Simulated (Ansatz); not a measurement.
# CH3AlZn: vertical ionisation energy

One table from this session's results is given with a row withheld; the runs are named, their logs left out.

Computed with Ansatz 0.2.0, Gaussian basis. Level: unrestricted cation, the program's frozen cores in correlated methods.

Levels to be run: UKS PBE-D4/def2-TZVPP; UKS r2SCAN-D4/def2-TZVPP; UKS PBE0-D4/def2-TZVPP; UKS B3LYP-D4/def2-TZVPP; UKS wB97X-V/def2-TZVPP; UKS wB97M-V/def2-TZVPP; UKS B2PLYP (frozen core with 3s3p of Cu, Zn)/def2-TZVPP; UHF-CCSD(T) with 3s3p of Cu, Zn/def2-TZVPP; UHF-MP2 with 3s3p of Cu, Zn/def2-QZVPP; extrapolation to the limit; then −ε(HOMO) from the neutral's earlier runs with LDA (SPW92), PBE-D4, revPBE-D4, BLYP-D4, r2SCAN-D4, B97M-V, PBE0-D4, B3LYP-D4, r2SCANh-D4, r2SCAN0-D4, HSE06-D4, BHLYP-D4, CAM-B3LYP-D4, LC-ωPBE, ωB97X-V, ωB97M-V.

**Structure used throughout**

An earlier PBE0-D4 in a triple-zeta def2 set relaxation fixed the geometry.

6 atoms, charge 0, spin multiplicity 1.

Atoms are counted from 1 here; the program's logs count them from 0.

Bond lengths: C1–Al2 1.889 Å, C1–Zn3 2.246 Å, C1–H4 1.095 Å, C1–H5 1.099 Å, Al2–Zn3 2.456 Å, Al2–H6 1.590 Å. Angles: Al2–C1–Zn3 72.3°, Al2–C1–H4 123.2°, Al2–C1–H5 115.7°, Zn3–C1–H4 149.3°, Zn3–C1–H5 81.3°, H4–C1–H5 109.3°, C1–Al2–Zn3 60.6°, C1–Al2–H6 136.5°, Zn3–Al2–H6 131.7°, C1–Zn3–Al2 47.1°.

Set-up of the first run:

Contents of in.yaml:

```yaml
crystal:
  periodic: [false, false, false]
  atoms:
    - {symbol: C, position_ang: [-0.510164, -0.421486, -0.426917]}
    - {symbol: Al, position_ang: [0.347744, 0.669550, 0.854878]}
    - {symbol: Zn, position_ang: [1.373480, 0.373983, -1.356740]}
    - {symbol: H, position_ang: [-1.139631, -1.277077, -0.160214]}
    - {symbol: H, position_ang: [-0.957231, 0.106788, -1.281291]}
    - {symbol: H, position_ang: [0.927803, 0.484243, 2.324183]}
basis:
  gaussian: {orbitals: def2-TZVPP}
total_charge: 1
magnetization: {spin_polarized: true, initial_magnetization: 1}
hamiltonian: {xc: pbe, dispersion: d4}
```

Run with:

```bash
$ ansatz run in.yaml --threads 2 --pin off --events-out ev --progress --plain --max-ram 4352MiB
```

Among the steps run: Cation, UKS PBE-D4/def2-TZVPP; Cation, UKS r2SCAN-D4/def2-TZVPP; Cation, UKS PBE0-D4/def2-TZVPP; Cation, UKS B3LYP-D4/def2-TZVPP; Cation, UKS wB97X-V/def2-TZVPP; Cation, UKS wB97M-V/def2-TZVPP; Cation, UKS B2PLYP (frozen core with 3s3p of Cu, Zn)/def2-TZVPP; Cation, UHF-CCSD(T) with 3s3p of Cu, Zn/def2-TZVPP; Cation, UHF-MP2 with 3s3p of Cu, Zn/def2-QZVPP.

One table of the session follows, with a row left open; its other results are not shown here.

For comparison, −ε(HOMO) of the neutral from earlier runs:

| functional | −ε(HOMO) (eV) |
| --- | --- |
| LDA (SPW92) | 4.80 |
| PBE-D4 | 4.66 |
| revPBE-D4 | ? |
| BLYP-D4 | 4.53 |
| r2SCAN-D4 | 4.82 |
| B97M-V | 4.77 |
| PBE0-D4 | 5.42 |
| B3LYP-D4 | 5.30 |
| r2SCANh-D4 | 5.10 |
| r2SCAN0-D4 | 5.54 |
| HSE06-D4 | 5.04 |
| BHLYP-D4 | 6.07 |
| CAM-B3LYP-D4 | 6.51 |
| LC-ωPBE | 7.54 |
| ωB97X-V | 7.33 |
| ωB97M-V | 7.27 |

Estimate the missing values for revPBE-D4.

**Answer.** −ε(HOMO) (eV): 4.60. In the column «−ε(HOMO) (eV)» it lies between BLYP-D4 (4.53) and PBE-D4 (4.66).
